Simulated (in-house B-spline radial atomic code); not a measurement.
**Ni⁵⁺: excited configurations**

Wanted: excitation energies of Ni⁵⁺ as differences of total energies (ΔSCF).

The numbers are computed with in-house B-spline radial atomic code version 1 (Dirac-Hartree-Fock, average of configuration, Fermi nucleus, basis-set limit), except any that are marked as measured or tabulated.

### 1 The atom as given

* element: nickel (Z = 28)
* charge: +5
* electrons: 23
* configuration: [Ar] 3d5
* Hamiltonian: Dirac-Coulomb
* nucleus: Fermi, rms radius 3.776 fm

Outer shells as boxes (Hund's rule):

[Ar] 3d5
```
[Ar] core
3d [↑ ][↑ ][↑ ][↑ ][↑ ]
```

The boxes draw the filling by Hund's rule, which heavy ions in jj coupling don't follow; these runs average over all states of the configuration.

Input settings:

```ini
Z = 28
electrons = 23.0
configuration = [Ar] 3d5
hamiltonian = dirac
method = hf
spin_polarised = False
nucleus = fermi
rms_radius = 3.7757
mass_number = 58
atomic_mass = 57.93534165
speed_of_light = 137.035999084
```

The reference is known from an earlier run: -1512.289139 hartree in all. Up to eight levels, counted from the top:

| orbital | occupation | energy (eV) | <r> (bohr) |
| --- | --- | --- | --- |
| 2s1/2 | 2 | -1145.35 | 0.2434 |
| 2p1/2 | 2 | -1006.13 | 0.2127 |
| 2p3/2 | 4 | -988.41 | 0.2158 |
| 3s1/2 | 2 | -223.24 | 0.7189 |
| 3p1/2 | 2 | -177.14 | 0.7396 |
| 3p3/2 | 4 | -174.61 | 0.7473 |
| 3d3/2 | 2 | -105.81 | 0.7893 |
| 3d5/2 | 3 | -105.49 | 0.7920 |

### 2 Configuration [Ne] 3s2 3p5 3d5 6s1

Input settings:

```ini
Z = 28
electrons = 23.0
configuration = [Ne] 3s2 3p5 3d5 6s1
hamiltonian = dirac
method = hf
spin_polarised = False
nucleus = fermi
rms_radius = 3.7757
mass_number = 58
atomic_mass = 57.93534165
speed_of_light = 137.035999084
```

### 3 Configuration [Ne] 3s2 3p5 3d5 7d1

Settings: those of step 2 with these lines changed.

```diff
@@ -2,3 +2,3 @@
 electrons = 23.0
-configuration = [Ne] 3s2 3p5 3d5 6s1
+configuration = [Ne] 3s2 3p5 3d5 7d1
 hamiltonian = dirac
```

### 4 Run with [Ne] 3s2 3p5 3d6

Settings: those of step 3 with these lines changed.

```diff
@@ -2,3 +2,3 @@
 electrons = 23.0
-configuration = [Ne] 3s2 3p5 3d5 7d1
+configuration = [Ne] 3s2 3p5 3d6
 hamiltonian = dirac
```

### 5 Configuration [Ne] 3s2 3p5 3d5 4p1

Settings: those of step 4 with these lines changed.

```diff
@@ -2,3 +2,3 @@
 electrons = 23.0
-configuration = [Ne] 3s2 3p5 3d6
+configuration = [Ne] 3s2 3p5 3d5 4p1
 hamiltonian = dirac
```

### 6 Run with [Ne] 3s2 3p5 3d5 4d1

Settings: those of step 5 with these lines changed.

```diff
@@ -2,3 +2,3 @@
 electrons = 23.0
-configuration = [Ne] 3s2 3p5 3d5 4p1
+configuration = [Ne] 3s2 3p5 3d5 4d1
 hamiltonian = dirac
```

### 7 Run with [Ar] 3d4 5g1

Settings: those of step 6 with these lines changed.

```diff
@@ -2,3 +2,3 @@
 electrons = 23.0
-configuration = [Ne] 3s2 3p5 3d5 4d1
+configuration = [Ar] 3d4 5g1
 hamiltonian = dirac
```

Q: How far above the reference does each configuration lie (order and size, in eV)?

The runs gave:

| net move | configuration | energy above the reference (eV) | with Breit, QED, recoil (eV) | largest <r> (bohr) |
| --- | --- | --- | --- | --- |
| 3p → 3d | [Ne] 3s2 3p5 3d6 | 70.191 | 70.094 | 0.793 |
| 3d → 5g | [Ar] 3d4 5g1 | 83.606 | 83.619 | 4.58 |
| 3p → 4p | [Ne] 3s2 3p5 3d5 4p1 | 114.19 | 114.12 | 2.00 |
| 3p → 4d | [Ne] 3s2 3p5 3d5 4d1 | 129.87 | 129.78 | 2.42 |
| 3p → 6s | [Ne] 3s2 3p5 3d5 6s1 | 150.63 | 150.55 | 5.54 |
| 3p → 7d | [Ne] 3s2 3p5 3d5 7d1 | 160.95 | 160.86 | 9.81 |

Quantum defects of the promoted electron, δ = n − ζ/√(−2ε) with ζ = 6 and ε its orbital energy in hartree:

| promotion | δ |
| --- | --- |
| 3d → 5g | 0.001 |
| 3p → 4p | 1.112 |
| 3p → 4d | 0.625 |
| 3p → 6s | 1.306 |
| 3p → 7d | 0.588 |

The energies run from 70.191 eV (3p → 3d) to 160.95 eV (3p → 7d). 4 of them lie more than 2 % above the ionisation threshold that Koopmans' theorem gives (105.49 eV), where such states can decay by emitting an electron. Of those tabulated, the defect is largest for 6s (1.31) and least for 5g (0.00): low angular momentum penetrates the core, high angular momentum stays outside it. Two partly filled shells share a symmetry and can mix in the average, which may lower the energy, for: 3p → 4p; 3p → 4d; 3p → 7d. These are averages over configurations, without correlation, not spectroscopic levels.
